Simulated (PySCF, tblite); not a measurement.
# C₄H₆ClSi radical: geometry, infrared bands and EPR parameters

Wanted: the infrared bands and EPR parameters of C₄H₆ClSi radical (`[H]/[C]=C/C(Cl)=C\[SiH3]`), by calculation.

Computed with tblite 0.8.0 and PySCF 2.14.0, with density-fitted response routines of our own, on a single molecule in the gas phase. Atoms are numbered from 0 throughout.

### Step 1. The molecule as given

12 atoms, charge 0, multiplicity 2; geometry from: force field or distance geometry start.

Bonds of the start (Å): C0–C1 1.31, C1–C2 1.44, C2–Cl3 1.76, C2–C4 1.33, C4–Si5 1.82, C0–H6 1.06, C1–H7 1.09, C4–H8 1.09, Si5–H9 1.48, Si5–H10 1.49, Si5–H11 1.48.

### Step 2. Geometry optimisation with GFN2-xTB

The job: settings as JSON, then the geometry in Å.

```
{"job": {"kind": "relax", "xc": "GFN2-xTB", "basis": "xTB"}, "charge": 0, "multiplicity": 2}
C     -1.180700    -1.682900    -0.168500
C     -1.593600    -0.527900     0.287500
C     -0.994200     0.735700    -0.067100
Cl    -2.172900     2.020700    -0.337700
C      0.292800     1.063300    -0.179100
Si     1.786300     0.060100     0.077600
H     -0.870100    -2.618200    -0.557900
H     -2.479500    -0.497700     0.914500
H      0.558200     2.079200    -0.460600
H      2.982500     0.935300     0.007200
H      1.761700    -0.576900     1.419200
H      1.910600    -0.991200    -0.961100
```

Launch:

```console
$ OMP_NUM_THREADS=1 python probes_run.py task.json out
```

The driver reads the jobs from task.json and runs them one after another.

**Question.** This job is followed by: GFN2-xTB harmonic vibrations, gas phase; UKS B3LYP, pcH-1 on C Cl H Si, non-relativistic, mean-field spin-orbit, GIAO. Predict these results of the whole session: strongest single infrared mode (GFN2-xTB); zero-point energy (GFN2-xTB); g(iso) (B3LYP); ⟨S²⟩; largest a(iso) (averaged by class); potential on the surface of density 0.002 e/bohr³, 1st and 99th percentile.

The runs gave:

| quantity | value |
| --- | --- |
| strongest single infrared mode (GFN2-xTB) | 2100 cm⁻¹, 256 km/mol |
| zero-point energy (GFN2-xTB) | 46.9 kcal/mol |
| g(iso) (B3LYP) | 2.00247 |
| ⟨S²⟩ | 0.760 (exact 0.75) |
| largest a(iso) (averaged by class) | 1H on H9, H10, H11, 341.0 MHz |
| potential on the surface of density 0.002 e/bohr³, 1st and 99th percentile | -0.48 V and 1.20 V |

What this shows: Over 71 steps the energy fell by 0.713 eV; of the close pairs, C0–Si5 changed most, 3.450 to 2.037 Å. That is a new bond, so the results belong to the closed-up structure, not to the formula as drawn. The frame itself reshapes: C0···Si5 goes from 3.45 to 2.04 Å. No mode is imaginary among the 30: a minimum at this level. The strongest single mode, at 2100 cm⁻¹, moves mainly H11. GFN2-xTB is a fitted tight-binding method: band positions and strengths are rough. Its intensities can rank the bands wrongly. The largest share of the spin, 0.50 e, sits on C0. The isotropic g lies 0.2 ppt above the free-electron value. These values are for one conformer; the search (at its own cheap level) found 2 more, at 0.00, 9.30 kcal/mol (those within 0.05 may be mirror or relabelled copies), and measured spectra average over such forms.
